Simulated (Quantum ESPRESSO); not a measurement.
**HgF3 under changes of volume**

One of the cells (11.736 Å³/atom); the others are scaled copies at fixed shape and fractional positions:

```
CELL_PARAMETERS angstrom
0.00000 2.86317 2.86317
2.86317 0.00000 2.86317
2.86317 2.86317 0.00000
ATOMIC_POSITIONS crystal
Hg 0.00000 0.00000 0.00000
F 0.50000 0.50000 0.50000
F 0.75000 0.75000 0.75000
F 0.25000 0.25000 0.25000
```

The cell comes from a database or a generator and needn't be the stable form of this composition.

| Property | Result |
| --- | --- |
| Program | Quantum ESPRESSO 7.5 |
| Functional | PBE |
| Potentials or basis | SSSP 1.3 efficiency PBE |
| Cutoff | 816 eV |
| Density cutoff | 5987 eV |
| k mesh | 8 × 8 × 8 |
| Occupations | fermi-dirac, width 0.05 eV |
| Spin | no spin polarisation |

| volume (Å³/atom) | energy over the lowest point (meV/atom) | pressure (GPa) |
| --- | --- | --- |
| 11.032 | 17.91 | 7.7 |
| 11.266 | 8.67 | 5.2 |
| 11.501 | 2.86 | 3.0 |
| 11.736 | 0.08 | 1.1 |
| 11.970 | 0.00 | -0.7 |
| 12.205 | ? | ? |
| 12.440 | 6.67 | -3.5 |

Question: What does the run at 12.205 Å³/atom give?

Answer: Energy over the lowest point 2.28 meV/atom; pressure -2.2 GPa.

Worked out: A Birch-Murnaghan fit of order 3 (a polynomial in V^(-2/3)) to the other rows has its minimum at 11.86 Å³/atom with B0 = V·E''(V) = 87 GPa and B' = 5.3. It gives 2.29 meV/atom at 12.205 Å³/atom, against the run's 2.28, and -dE/dV = -2.3 GPa, against -2.2.

Energies are extrapolated to zero smearing.

Caveats: an odd number of electrons without spin polarisation forces a metal; a magnetic or distorted state may lie lower.
